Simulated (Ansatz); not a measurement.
Write a Python script for Ansatz's Python interface that makes a rigid torsion scan of CH₄FISi, SMILES FC[SiH2]I. Level of theory (for the species named): PBE, def2-SVP basis, multiplicity 1, D3BJ dispersion.

| atom | x (Å) | y (Å) | z (Å) |
| --- | --- | --- | --- |
| F | 0.0518 | 1.8494 | 0.0632 |
| C | 0.2141 | 0.7002 | 0.6778 |
| Si | -0.0139 | -0.6811 | -0.5279 |
| I | -2.2286 | -0.8013 | -1.3084 |
| H | -0.4854 | 0.6308 | 1.4944 |
| H | 1.2285 | 0.7498 | 1.0938 |
| H | 0.3665 | -1.9762 | 0.1474 |
| H | 0.9590 | -0.5287 | -1.6961 |

`torsion_ch4fisi.py`
```python
"""Energy of CH4FISi as one group turns about a bond."""

import ansatz
from ase import Atoms


def main() -> None:
    atoms = Atoms(["F", "C", "Si", "I", "H", "H", "H", "H"], positions=[
        (0.0518, 1.8494, 0.0632),
        (0.2141, 0.7002, 0.6778),
        (-0.0139, -0.6811, -0.5279),
        (-2.2286, -0.8013, -1.3084),
        (-0.4854, 0.6308, 1.4944),
        (1.2285, 0.7498, 1.0938),
        (0.3665, -1.9762, 0.1474),
        (0.959, -0.5287, -1.6961),
    ])

    # relax first, so that the scan starts from a minimum
    first = ansatz.Crystal.molecule_from_ase(atoms).calculation()
    first = first.basis(gaussian="def2-SVP")
    first = first.functional("PBE", dispersion="d3bj")
    first = first.relax(force_tolerance=0.02, max_steps=80)
    atoms.positions = first.run().report["positions_ang"]

    start = atoms.get_dihedral(3, 2, 1, 0)
    energies = {}
    for turn in range(0, 360, 30):
        turned = atoms.copy()
        turned.set_dihedral(3, 2, 1, 0, start + turn, indices=[0, 1, 4, 5])
        calc = ansatz.Crystal.molecule_from_ase(turned).calculation()
        calc = calc.basis(gaussian="def2-SVP")
        calc = calc.functional("PBE", dispersion="d3bj")
        energies[round((start + turn) % 360)] = calc.run().report["free_energy_ev"]
    floor = min(energies.values())
    print("dihedral I3-Si2-C1-F0 (deg)   E - E(min) (kJ/mol)")
    for angle, e in sorted(energies.items()):
        print(f"{angle:8d} {96.485332 * (e - floor):14.3f}  " + "#" * int(30 * (e - floor) / max(max(energies.values()) - floor, 1e-9)))


if __name__ == "__main__":
    main()
```

```console
$ python torsion_ch4fisi.py
dihedral I3-Si2-C1-F0 (deg)   E - E(min) (kJ/mol)
      26         10.549  ####################
      56          3.171  ######
      86          5.684  ###########
     116         10.674  #####################
     146          5.957  ###########
     176          0.000
     206          4.154  ########
     236         10.513  ####################
     266          7.028  #############
     296          2.319  ####
     326          7.857  ###############
     356         15.151  ##############################
```

The scan is rigid and the energies are electronic, in a modest basis. With rigid groups the curve can differ much from the relaxed path, the start wasn't checked as a minimum of this torsion, and equivalent turns needn't return to the same energy. def2 sets replace the cores of elements past krypton by effective core potentials. Run time: 39 s on 1 thread of Arm Neoverse V2, with other jobs on the host, peak memory 0.22 GiB.

(Lines on the test bed's own set-up are left out of the output.)
